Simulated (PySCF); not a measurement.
**Ca2⁺: changing the method**

What do other methods print for Ca2⁺?

The runs use PySCF 2.14.0; method and basis as typed in the scripts.

3 further runs of the same task are left out: 3 that didn't finish.

### 1 The system as given

Ca2⁺: 2 atoms, charge 1, spin multiplicity 2.

Bond lengths: Ca1–Ca2 3.280 Å.

### 2 The base run

File input.py:

```python
from pyscf import gto, dft

mol = gto.M(
    atom='Ca 0 0 0; Ca 0 0 3.28',
    basis='3-21g',
    charge=1,
    spin=1,
    symmetry=True,
    verbose=4,
)
mf = dft.UKS(mol, xc='revtpss')
mf.kernel()
g = mf.nuc_grad_method()
g.grid_response = True
g.kernel()
mf.dip_moment()
print('orbital energies (hartree):', [e[max(0, n-3):n+3].round(4) for e, n in zip(mf.mo_energy, mol.nelec)])
```

On the command line:

```bash
$ OMP_NUM_THREADS=1 python input.py
```

The log of this run is left out.

Base result: E(SCF) = -1347.758904 Eh, 7 cycles, ⟨S²⟩ = 0.757, gradient on the second atom -0.0337 Eh/bohr.

The bond length is a typed value, not an optimised one. The dipole of an ion depends on the origin.

### 3 B3pw91

Variant 1 changes functional: revtpss → b3pw91.

File input.py:

```python
from pyscf import gto, dft

mol = gto.M(
    atom='Ca 0 0 0; Ca 0 0 3.28',
    basis='3-21g',
    charge=1,
    spin=1,
    symmetry=True,
    verbose=4,
)
mf = dft.UKS(mol, xc='b3pw91')
mf.kernel()
g = mf.nuc_grad_method()
g.grid_response = True
g.kernel()
mf.dip_moment()
print('orbital energies (hartree):', [e[max(0, n-3):n+3].round(4) for e, n in zip(mf.mo_energy, mol.nelec)])
```

On the command line:

```bash
$ OMP_NUM_THREADS=1 python input.py
```

### 4 SCF alone

Variant 2 changes step after the SCF: gradient → none.

Edit input.py of step 2 so:

```diff
@@ -12,5 +12,2 @@
 mf.kernel()
-g = mf.nuc_grad_method()
-g.grid_response = True
-g.kernel()
 mf.dip_moment()
```

### 5 Hcth407

Variant 3 changes functional: revtpss → hcth407.

Edit input.py of step 2 so:

```diff
@@ -10,3 +10,3 @@
 )
-mf = dft.UKS(mol, xc='revtpss')
+mf = dft.UKS(mol, xc='hcth407')
 mf.kernel()
```

### 6 Lda,vwn

Variant 4 changes functional: revtpss → lda,vwn.

Edit input.py of step 2 so:

```diff
@@ -10,3 +10,3 @@
 )
-mf = dft.UKS(mol, xc='revtpss')
+mf = dft.UKS(mol, xc='lda,vwn')
 mf.kernel()
```

Q: Predict the outcome of this session. Wanted: for each run, E(SCF); from base; gap, α spin.

As calculated:

| run | E(SCF) (hartree) | from base (eV) | cycles | gap, α spin (eV) |
| --- | --- | --- | --- | --- |
| base | -1347.758904 | 0 | 7 | 1.29 |
| b3pw91 | -1348.115076 | not comparable | 7 | 2.14 |
| SCF alone | -1347.758904 | 0.0000 | 7 | 1.29 |
| hcth407 | -1348.500110 | not comparable | 7 | 1.28 |
| lda,vwn | -1344.532626 | not comparable | 7 | 1.37 |

**Reading.** The α-spin gap between the frontier levels is 1.3 eV with hcth407 (0 % exact exchange) and 2.1 eV with b3pw91 (20 %): exact exchange opens it. A lower total energy from another functional means nothing by itself.
